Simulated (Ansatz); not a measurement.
# CO: the cost of one run

All numbers below are computed with Ansatz 0.2.0 (DFT PBE, plane waves, PAW, scalar-relativistic, no spin polarisation).

### 1 Starting point

The cell holds 24 atoms (C12O12): a = 8.862 Å, b = 8.862 Å, c = 8.862 Å, α = 90.00°, β = 90.00°, γ = 90.00°.

Coordinates:

```xyz
24
Lattice="8.8621 0.0000 0.0000 0.0000 8.8621 0.0000 0.0000 0.0000 8.8621" Properties=species:S:1:pos:R:3 pbc="T T T"
O     2.3356    3.1306    0.3667
C     1.6504    3.8032   -0.2669
O     3.7175    0.9692    6.1269
C     2.5966    1.1819    5.9801
O     6.6094    1.8063    7.1121
C     7.1033    0.9559    6.5153
O     8.3270    6.4402    8.9121
C     7.7033    7.3976    8.7788
O     6.1998    0.8071    3.2072
C     5.6081    0.5882    2.2453
O     4.6575    4.9532    5.9323
C     4.4588    4.9789    4.7995
O     0.6325    2.0148    3.9428
C     0.5115    2.0964    2.8018
O     5.6340    3.1023    1.8270
C     4.6699    3.4679    1.3170
O     3.7740    7.1336    0.5792
C     3.1319    6.8513   -0.3326
O     7.4277    4.8672    5.5190
C     8.2915    5.1971    4.8347
O     8.4116    7.7813    5.2827
C     8.9567    7.9544    6.2808
O     1.0201    6.5024    3.2647
C     0.4833    6.6207    2.2542
```

### 2 Preparing the start

File input.yaml:

```yaml
accuracy: low
crystal:
  lattice:
    - [8.862095, 0.0, 0.0]
    - [0.0, 8.862095, 0.0]
    - [0.0, 0.0, 8.862095]
  atoms:
    - { symbol: O, position: [0.26355, 0.3532577, 0.041373] }
    - { symbol: C, position: [0.1862328, 0.4291537, -0.0301186] }
    - { symbol: O, position: [0.4194848, 0.1093639, 0.6913636] }
    - { symbol: C, position: [0.2929998, 0.1333694, 0.6747962] }
    - { symbol: O, position: [0.7458022, 0.203818, 0.8025357] }
    - { symbol: C, position: [0.8015379, 0.1078666, 0.7351853] }
    - { symbol: O, position: [0.9396169, 0.7267111, 1.0056478] }
    - { symbol: C, position: [0.8692458, 0.834742, 0.9905998] }
    - { symbol: O, position: [0.6995866, 0.0910708, 0.3618972] }
    - { symbol: C, position: [0.6328141, 0.0663754, 0.2533579] }
    - { symbol: O, position: [0.5255583, 0.5589231, 0.6694007] }
    - { symbol: C, position: [0.5031328, 0.5618241, 0.5415809] }
    - { symbol: O, position: [0.0713694, 0.2273455, 0.4449111] }
    - { symbol: C, position: [0.0577183, 0.236563, 0.3161559] }
    - { symbol: O, position: [0.6357443, 0.3500685, 0.2061587] }
    - { symbol: C, position: [0.5269498, 0.3913217, 0.1486161] }
    - { symbol: O, position: [0.4258628, 0.8049613, 0.0653537] }
    - { symbol: C, position: [0.3534075, 0.7730988, -0.037526] }
    - { symbol: O, position: [0.8381399, 0.5492118, 0.6227593] }
    - { symbol: C, position: [0.9356124, 0.5864458, 0.5455456] }
    - { symbol: O, position: [0.949163, 0.878042, 0.5961012] }
    - { symbol: C, position: [1.010672, 0.8975726, 0.7087263] }
    - { symbol: O, position: [0.1151081, 0.7337314, 0.3683911] }
    - { symbol: C, position: [0.0545329, 0.7470859, 0.2543669] }
basis:
  ecutwfc: 420.0
kpoints:
  mp_grid: { grid: [1, 1, 1] }
hamiltonian:
  xc: pbe
scf:
  occupations: { method: fermi_dirac, width: 0.05 }
  lower_state_search: "off"
relax:
  f_tol: 0.3
  max_steps: 15
  adjacent_minimum: "off"
```

Command:

```bash
> ansatz run input.yaml --threads 1 --pin off --max-ram 3072MiB --backend cpu --events-out ev --progress --plain --runs-dir out
```

**Question.** How long does this run take on 1 thread of Arm Neoverse V1, shared host, and how much memory does it need?

About 66 s, with a peak of 0.53 GiB.
